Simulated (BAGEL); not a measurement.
# UHF/6-31G(d) (density fitting with qzvpp-jkfit, spherical functions) run of C2H6BN− (SMILES [BH2-]/C=N/C)

Aim: the energy change on altering one bond length of C2H6BN− at UHF/6-31G* (density fitting with qzvpp-jkfit, spherical functions), from 2 runs. 

The calculation is run with BAGEL 1.2.2.

2 further runs of the same task are left out: 2 set aside as unsound or not needed.

## 1. The system as given

The species is C2H6BN− (10 atoms), meant as a doublet with charge -1. As SMILES, `[BH2-]/C=N/C`. The shape is that of a GFN2-xTB optimisation.

Bond lengths: B1–C2 1.490 Å, C2–N3 1.333 Å, N3–C4 1.420 Å, B1–H5 1.205 Å, B1–H6 1.194 Å, C2–H7 1.124 Å, C4–H8 1.107 Å, C4–H9 1.107 Å, C4–H10 1.116 Å. Some angles: B1–C2–N3 127.0°, C2–N3–C4 117.8°, B1–C2–H7 117.8°, N3–C2–H7 115.3°, C2–B1–H5 119.4°, C2–B1–H6 123.5°, N3–C4–H8 110.8°, N3–C4–H9 110.9°, N3–C4–H10 114.6°, H5–B1–H6 117.1°.

## 2. The energy at UHF/6-31G(d) (density fitting with qzvpp-jkfit, spherical functions)

File calc.json:

```json
{ "bagel" : [

{
  "title" : "molecule",
  "basis" : "6-31gs.json",
  "df_basis" : "qzvpp-jkfit",
  "angstrom" : true,
  "geometry" : [
    { "atom" : "B", "xyz" : [      -1.110940,       1.441700,      -1.010710 ] },
    { "atom" : "C", "xyz" : [      -0.133440,       0.497140,      -0.400790 ] },
    { "atom" : "N", "xyz" : [      -0.393290,      -0.464890,       0.484350 ] },
    { "atom" : "C", "xyz" : [       0.693430,      -1.257720,       0.939720 ] },
    { "atom" : "H", "xyz" : [      -0.724540,       2.264310,      -1.802040 ] },
    { "atom" : "H", "xyz" : [      -2.278480,       1.434020,      -0.759770 ] },
    { "atom" : "H", "xyz" : [       0.944310,       0.589060,      -0.706910 ] },
    { "atom" : "H", "xyz" : [       0.516500,      -2.329220,       0.724970 ] },
    { "atom" : "H", "xyz" : [       0.804860,      -1.180600,       2.038650 ] },
    { "atom" : "H", "xyz" : [       1.681590,      -0.993810,       0.492530 ] }
  ]
},

{
  "title" : "uhf",
  "charge" : -1,
  "nopen" : 1
},

{
  "title" : "print",
  "file" : "orbitals.molden",
  "orbitals" : true
}

]}
```

The basis set 6-31G* is read from a file made from the Basis Set Exchange's data (not shown).

Run with:

```console
BAGEL_NUM_THREADS=1 BAGEL calc.json > calc.out
```

Log:

```text
* using 1 threads per process

  ===============================================================
  ===============================================================

  *** Geometry ***

  { "atom" : "B", "xyz" : [     -2.099372,      2.724418,     -1.909965 ] },
  { "atom" : "C", "xyz" : [     -0.252165,      0.939458,     -0.757383 ] },
  { "atom" : "N", "xyz" : [     -0.743210,     -0.878515,      0.915289 ] },
  { "atom" : "C", "xyz" : [      1.310393,     -2.376746,      1.775813 ] },
  { "atom" : "H", "xyz" : [     -1.369182,      4.278926,     -3.405362 ] },
  { "atom" : "H", "xyz" : [     -4.305703,      2.709905,     -1.435757 ] },
  { "atom" : "H", "xyz" : [      1.784487,      1.113162,     -1.335866 ] },
  { "atom" : "H", "xyz" : [      0.976044,     -4.401588,      1.369995 ] },
  { "atom" : "H", "xyz" : [      1.520965,     -2.231011,      3.852490 ] },
  { "atom" : "H", "xyz" : [      3.177745,     -1.878029,      0.930747 ] },

  Number of auxiliary basis functions:      410

  Since a DF basis is specified, we compute 2- and 3-index integrals:
    o Being stored without compression. Storage requirement is 0.015 GB

  Number of basis functions:       68
  Number of electrons      :       30

    * METHOD: MOLECULE                             0.14

  *** Open-shell HF ***

  === Nuclear Repulsion ===
   102.1864581488

      * DIIS with orbital gradients will be used.

  === UHF iteration (6-31gs.json) ===
      0       -158.06743569          0.04456408           0.06
      1       -158.21890148          0.02590287           0.06
      2       -158.25720682          0.01717515           0.06
      3       -158.28367891          0.00174260           0.06
      4       -158.28529700          0.00090276           0.06
      5       -158.28619442          0.00065131           0.06
      6       -158.28707341          0.00050335           0.06
      7       -158.28786113          0.00024988           0.06
      8       -158.28795325          0.00009581           0.06
      9       -158.28796272          0.00005803           0.06
     10       -158.28796498          0.00003323           0.06
     11       -158.28796612          0.00001914           0.06
     12       -158.28796662          0.00000773           0.06
     13       -158.28796670          0.00000567           0.06
     14       -158.28796684          0.00000329           0.06
     15       -158.28796687          0.00000108           0.06
     16       -158.28796687          0.00000036           0.06
     17       -158.28796687          0.00000011           0.06
     18       -158.28796687          0.00000003           0.06
     19       -158.28796687          0.00000001           0.06
     20       -158.28796687          0.00000001           0.06
    * SCF iteration converged.

    * S^2 (UHF) is 0.8485

    * Permanent dipole moment:
           (   -1.539720,     1.485873,    -0.958729) a.u.

    * METHOD: UHF                                  1.39

    * METHOD: PRINT                                0.01

  ===============================================================
```

Run time: 1.7 s. Hardware: 1 thread of Arm Neoverse V2, shared host; peak memory 0.083 GiB.

## 3. The distorted shape at the same level

File calc.json:

```json
{ "bagel": [

{
  "title": "molecule",
  "basis": "6-31gs.json",
  "df_basis": "qzvpp-jkfit",
  "angstrom": "true",
  "geometry": [
    { "atom": "B", "xyz": [   -1.304138,    1.030399,   -0.615049 ] },
    { "atom": "C", "xyz": [   -0.326638,    0.085839,   -0.005129 ] },
    { "atom": "N", "xyz": [   -0.586488,   -0.876191,    0.880011 ] },
    { "atom": "C", "xyz": [    0.500232,   -1.669021,    1.335381 ] },
    { "atom": "H", "xyz": [   -0.724540,    2.264310,   -1.802040 ] },
    { "atom": "H", "xyz": [   -2.471678,    1.022719,   -0.364109 ] },
    { "atom": "H", "xyz": [    0.751112,    0.177759,   -0.311249 ] },
    { "atom": "H", "xyz": [    0.323302,   -2.740521,    1.120631 ] },
    { "atom": "H", "xyz": [    0.611662,   -1.591901,    2.434311 ] },
    { "atom": "H", "xyz": [    1.488392,   -1.405111,    0.888191 ] }
  ]
},
{ "title": "uhf", "charge": -1, "nopen": 1 },
{ "title": "print", "file": "orbitals.molden", "orbitals": "true" }

]}
```

The basis set 6-31G* is read from a file made from the Basis Set Exchange's data (not shown).

Run with:

```console
BAGEL_NUM_THREADS=1 BAGEL calc.json > calc.out
```

Log:

```text
* using 1 threads per process

  ===============================================================
  ===============================================================

  *** Geometry ***

  { "atom" : "B", "xyz" : [     -2.464464,      1.947172,     -1.162274 ] },
  { "atom" : "C", "xyz" : [     -0.617256,      0.162212,     -0.009692 ] },
  { "atom" : "N", "xyz" : [     -1.108302,     -1.655761,      1.662980 ] },
  { "atom" : "C", "xyz" : [      0.945301,     -3.153993,      2.523504 ] },
  { "atom" : "H", "xyz" : [     -1.369182,      4.278926,     -3.405362 ] },
  { "atom" : "H", "xyz" : [     -4.670794,      1.932659,     -0.688066 ] },
  { "atom" : "H", "xyz" : [      1.419396,      0.335916,     -0.588175 ] },
  { "atom" : "H", "xyz" : [      0.610952,     -5.178834,      2.117686 ] },
  { "atom" : "H", "xyz" : [      1.155874,     -3.008257,      4.600181 ] },
  { "atom" : "H", "xyz" : [      2.812653,     -2.655275,      1.678438 ] },

  Number of auxiliary basis functions:      410

  Since a DF basis is specified, we compute 2- and 3-index integrals:
    o Being stored without compression. Storage requirement is 0.015 GB

  Number of basis functions:       68
  Number of electrons      :       30

    * METHOD: MOLECULE                             0.14

  *** Open-shell HF ***

  === Nuclear Repulsion ===
   100.8982498441

      * DIIS with orbital gradients will be used.

  === UHF iteration (6-31gs.json) ===
      0       -158.00038081          0.04488804           0.06
      1       -158.15326320          0.02731307           0.06
      2       -158.19587228          0.01797205           0.06
      3       -158.22528684          0.00203458           0.06
      4       -158.22759556          0.00108027           0.06
      5       -158.22891800          0.00077506           0.06
      6       -158.23036350          0.00053775           0.06
      7       -158.23136115          0.00024418           0.06
      8       -158.23151562          0.00010020           0.06
      9       -158.23154498          0.00005011           0.06
     10       -158.23156232          0.00003208           0.06
     11       -158.23157214          0.00001422           0.06
     12       -158.23158025          0.00000698           0.06
     13       -158.23158316          0.00000611           0.06
     14       -158.23158719          0.00000491           0.06
     15       -158.23159069          0.00000335           0.06
     16       -158.23159243          0.00000249           0.06
     17       -158.23159385          0.00000164           0.06
     18       -158.23159408          0.00000108           0.06
     19       -158.23159431          0.00000053           0.06
     20       -158.23159431          0.00000026           0.06
     21       -158.23159431          0.00000018           0.06
     22       -158.23159431          0.00000010           0.06
     23       -158.23159431          0.00000004           0.06
     24       -158.23159431          0.00000001           0.06
    * SCF iteration converged.

    * S^2 (UHF) is 0.8897

    * Permanent dipole moment:
           (   -1.413212,     2.138899,    -1.548987) a.u.

    * METHOD: UHF                                  1.62

    * METHOD: PRINT                                0.01

  ===============================================================
```

Run time: 1.9 s. Hardware: 1 thread of Arm Neoverse V2, shared host; peak memory 0.083 GiB.

## 4. Results

Level: UHF/6-31G* (density fitting with qzvpp-jkfit, spherical functions).

| quantity | value |
| --- | --- |
| first shape: total energy | -158.28797 Eh |
| first shape: ⟨S²⟩ | 0.849 |
| distorted shape: total energy | -158.23159 Eh |
| distorted shape: ⟨S²⟩ | 0.890 |
| energy change with the B1–H5 bond stretched from 1.205 to 1.808 Å | 1.534 eV |

In words: With the B1–H5 bond stretched from 1.205 to 1.808 Å the energy rises by 1.53 eV (148 kJ/mol). The first shape isn't relaxed at this level, so the change isn't measured from a minimum. ⟨S²⟩ (distorted shape) is 0.89 where a pure doublet has 0.75: the reference is spin-contaminated.
